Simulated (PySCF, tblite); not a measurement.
**C7H6BF2 radical: geometry, infrared bands and EPR parameters**

Aim: predict the infrared bands and EPR parameters of C7H6BF2 radical (`[CH2]c1ccc(B(F)F)cc1`).

Computed with tblite 0.8.0 and PySCF 2.14.0, with density-fitted response routines of our own, on a single molecule in the gas phase. Atoms are numbered from 0 throughout.

**1. Starting geometry**

16 atoms, charge 0, multiplicity 2; geometry from: force field or distance geometry start.

Bonds of the start (Å): C0–C1 1.48, C1–C2 1.41, C2–C3 1.37, C3–C4 1.37, C4–B5 1.57, B5–F6 1.47, B5–F7 1.46, C4–C8 1.37, C8–C9 1.39, C9–C1 1.40, C0–H10 1.10, C0–H11 1.12, C2–H12 1.06, C3–H13 1.09, C8–H14 1.07, C9–H15 1.10.

**2. Geometry optimisation with GFN2-xTB**

The job: settings as JSON, then the geometry in Å.

```
{"job": {"kind": "relax", "xc": "GFN2-xTB", "basis": "xTB"}, "charge": 0, "multiplicity": 2}
C     -2.913000    -0.113200    -0.119400
C     -1.434400    -0.040500    -0.107000
C     -0.648000    -1.199400    -0.258800
C      0.717200    -1.121400    -0.250200
C      1.309200     0.099300    -0.047100
B      2.883000     0.121000    -0.041900
F      3.449900     0.245800     1.304600
F      3.667100    -0.769800    -0.896900
C      0.606400     1.269100     0.115000
C     -0.783300     1.178000     0.093800
H     -3.388100     0.870500    -0.281300
H     -3.321300    -0.670500     0.756300
H     -1.129700    -2.135900    -0.395400
H      1.273600    -2.050200    -0.376700
H      1.066100     2.227500     0.260000
H     -1.362300     2.098600     0.233500
```

The run is started by

```
$ OMP_NUM_THREADS=1 python probes_run.py task.json out
```

The driver reads the jobs from task.json and runs them one after another.

**Question.** This job is followed by: GFN2-xTB harmonic vibrations, gas phase; UKS B3LYP, pcH-1 on B C F H, non-relativistic, mean-field spin-orbit, GIAO. What will the session give for the following? strongest single infrared mode (GFN2-xTB); zero-point energy (GFN2-xTB); g(iso) (B3LYP); ⟨S²⟩; largest a(iso) (averaged by class); potential on the surface of density 0.002 e/bohr³, 1st and 99th percentile.

As calculated:

| quantity | value |
| --- | --- |
| strongest single infrared mode (GFN2-xTB) | 1291 cm⁻¹, 635 km/mol |
| zero-point energy (GFN2-xTB) | 69.6 kcal/mol |
| g(iso) (B3LYP) | 2.00269 |
| ⟨S²⟩ | 0.781 (exact 0.75) |
| largest a(iso) (averaged by class) | 13C on C0, 56.3 MHz |
| potential on the surface of density 0.002 e/bohr³, 1st and 99th percentile | -0.90 V and 1.22 V |

The optimisation took 72 steps and gained 1.950 eV; among the close pairs (by a distance rule), B5–F6 changed most, from 1.466 to 1.325 Å. All 42 modes are real, so the xTB geometry is a minimum. The strongest single mode, at 1291 cm⁻¹, is spread over many atoms; the largest shares are those of B5, C4. GFN2-xTB is a fitted tight-binding method: band positions and strengths are rough. Its intensities can rank the bands wrongly. The largest share of the spin, 0.72 e, sits on C0. The isotropic g lies 0.4 ppt above the free-electron value. The conformer search found further structures of the same energy, which may be mirror or relabelled copies of this one.
